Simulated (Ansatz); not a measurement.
**Ga4P4 wurtzite atom sphere (Ga₄P₄H₁₄): the relaxed shape and its frontier levels**

What does Ga4P4 wurtzite atom sphere (Ga₄P₄H₁₄) look like as a singlet, and where do its frontier electrons sit?

Method: RKS PBE0-D4/def2-TZVP; program: Ansatz 0.2.0, Gaussian basis.

Levels to be run: relaxation at PBE-D4/def2-SVP; a single point at PBE0-D4/def2-TZVP.

**1. Where the work starts**

22 atoms, charge 0, spin multiplicity 1.

Atoms are counted from 1 here; the program's logs count them from 0.

Bond lengths: Ga1–P2 2.513 Å, Ga1–P4 2.401 Å, Ga1–H9 1.554 Å, Ga1–H10 1.555 Å, P2–Ga6 2.423 Å, P2–H11 1.387 Å, P2–H12 1.386 Å, Ga3–P4 2.401 Å, Ga3–P5 2.514 Å, Ga3–H13 1.555 Å, Ga3–H14 1.555 Å, P4–Ga7 2.398 Å, P4–H15 1.388 Å, P5–Ga6 2.423 Å, P5–H16 1.387 Å, P5–H17 1.387 Å, Ga6–P8 2.422 Å, Ga6–H18 1.564 Å and more. Angles: P2–Ga1–P4 98.6°, P2–Ga1–H9 103.8°, P2–Ga1–H10 103.9°, P4–Ga1–H9 112.3°, P4–Ga1–H10 112.1°, H9–Ga1–H10 122.3°, Ga1–P2–Ga6 120.9°, Ga1–P2–H11 113.0°, Ga1–P2–H12 113.1°, Ga6–P2–H11 105.5°, Ga6–P2–H12 105.5°, H11–P2–H12 95.6°, P4–Ga3–P5 98.8°, P4–Ga3–H13 112.2°, P4–Ga3–H14 112.2°, P5–Ga3–H13 103.7°, P5–Ga3–H14 103.9°, H13–Ga3–H14 122.3° and more.

Geometry (Å):

```mol
Ga4H14P4
  3D, bonds by distance, orders not assigned

 22 23  0  0  0  0  0  0  0  0999 V2000
   -2.0350   -1.1682   -1.3831 Ga  0  0
   -1.8704   -1.0792    1.1231 P   0  0
    2.0250   -1.1781   -1.3858 Ga  0  0
   -0.0022   -0.0077   -1.9178 P   0  0
    1.8807   -1.0744    1.1217 P   0  0
    0.0045    0.0072    2.2084 Ga  0  0
    0.0015    2.3319   -1.3898 Ga  0  0
    0.0019    2.1705    1.1183 P   0  0
   -1.9503   -2.6860   -1.7074 H   0  0
   -3.2961   -0.3183   -1.7059 H   0  0
   -1.9702   -2.3284    1.7175 H   0  0
   -3.0028   -0.5527    1.7252 H   0  0
    1.9244   -2.6977   -1.6982 H   0  0
    3.2916   -0.3420   -1.7227 H   0  0
   -0.0010   -0.0041   -3.3054 H   0  0
    1.9839   -2.3231    1.7160 H   0  0
    3.0168   -0.5465    1.7169 H   0  0
   -0.0001    0.0080    3.7722 H   0  0
   -1.3612    3.0090   -1.7118 H   0  0
    1.3649    3.0032   -1.7143 H   0  0
   -1.0303    2.8836    1.7086 H   0  0
    1.0243    2.8928    1.7143 H   0  0
  1  2  8  0
  1  4  8  0
  1  9  8  0
  1 10  8  0
  2  6  8  0
  2 11  8  0
  2 12  8  0
  3  4  8  0
  3  5  8  0
  3 13  8  0
  3 14  8  0
  4  7  8  0
  4 15  8  0
  5  6  8  0
  5 16  8  0
  5 17  8  0
  6  8  8  0
  6 18  8  0
  7  8  8  0
  7 19  8  0
  7 20  8  0
  8 21  8  0
  8 22  8  0
M  END
```

The start is a GFN2-xTB geometry.

**2. Relaxation at PBE-D4/def2-SVP**

in.yaml

```yaml
crystal:
  periodic: [false, false, false]
  atoms:
    - {symbol: Ga, position_ang: [-2.035010, -1.168230, -1.383080]}
    - {symbol: P, position_ang: [-1.870370, -1.079200, 1.123100]}
    - {symbol: Ga, position_ang: [2.025010, -1.178100, -1.385760]}
    - {symbol: P, position_ang: [-0.002220, -0.007670, -1.917790]}
    - {symbol: P, position_ang: [1.880680, -1.074370, 1.121650]}
    - {symbol: Ga, position_ang: [0.004470, 0.007220, 2.208440]}
    - {symbol: Ga, position_ang: [0.001460, 2.331890, -1.389800]}
    - {symbol: P, position_ang: [0.001910, 2.170480, 1.118340]}
    - {symbol: H, position_ang: [-1.950290, -2.686010, -1.707360]}
    - {symbol: H, position_ang: [-3.296080, -0.318290, -1.705930]}
    - {symbol: H, position_ang: [-1.970200, -2.328390, 1.717490]}
    - {symbol: H, position_ang: [-3.002820, -0.552680, 1.725160]}
    - {symbol: H, position_ang: [1.924380, -2.697670, -1.698240]}
    - {symbol: H, position_ang: [3.291640, -0.341980, -1.722670]}
    - {symbol: H, position_ang: [-0.000980, -0.004100, -3.305360]}
    - {symbol: H, position_ang: [1.983900, -2.323060, 1.716000]}
    - {symbol: H, position_ang: [3.016850, -0.546460, 1.716870]}
    - {symbol: H, position_ang: [-0.000070, 0.007960, 3.772230]}
    - {symbol: H, position_ang: [-1.361210, 3.008960, -1.711830]}
    - {symbol: H, position_ang: [1.364930, 3.003220, -1.714320]}
    - {symbol: H, position_ang: [-1.030270, 2.883650, 1.708570]}
    - {symbol: H, position_ang: [1.024290, 2.892830, 1.714290]}
basis:
  gaussian: {orbitals: def2-SVP}
hamiltonian: {xc: pbe, dispersion: d4}
scf: {lower_state_search: "off"}
output: {orbitals: {seedname: orbitals}}
relax: {f_tol: 0.03, max_steps: 70}
```

Command:

```
$ ansatz run in.yaml --threads 2 --pin off --events-out ev --progress --plain --max-ram 22528MiB --backend cuda --devices 0, --max-vram 18GiB
```

After this run come: Single point, PBE0-D4/def2-TZVP.

Before running them: what should the planned runs give, taken together? Wanted: point group; commonest bond, hydrogen aside; HOMO, LUMO at PBE0-D4/def2-TZVP; dipole at PBE-D4/def2-SVP.

As calculated:

| quantity | value |
| --- | --- |
| point group | C3v |
| commonest bond, hydrogen aside | Ga–P, 9 of mean length 2.422 Å |
| HOMO, LUMO at PBE0-D4/def2-TZVP | -7.28, -1.05 eV |
| dipole at PBE-D4/def2-SVP | 4.61 D |

**Reading.** The molecule keeps its bonding pattern by the stored test; the atoms moved 0.05 Å (rms). No usable vibrations, so a minimum isn't proven. The HOMO lies nearest to P4 32 %; H9, H20 about 12 % each and the LUMO to P2, P5 about 17 % each; H12, H17 about 10 % each. Whether this spin is the lowest isn't tested here.
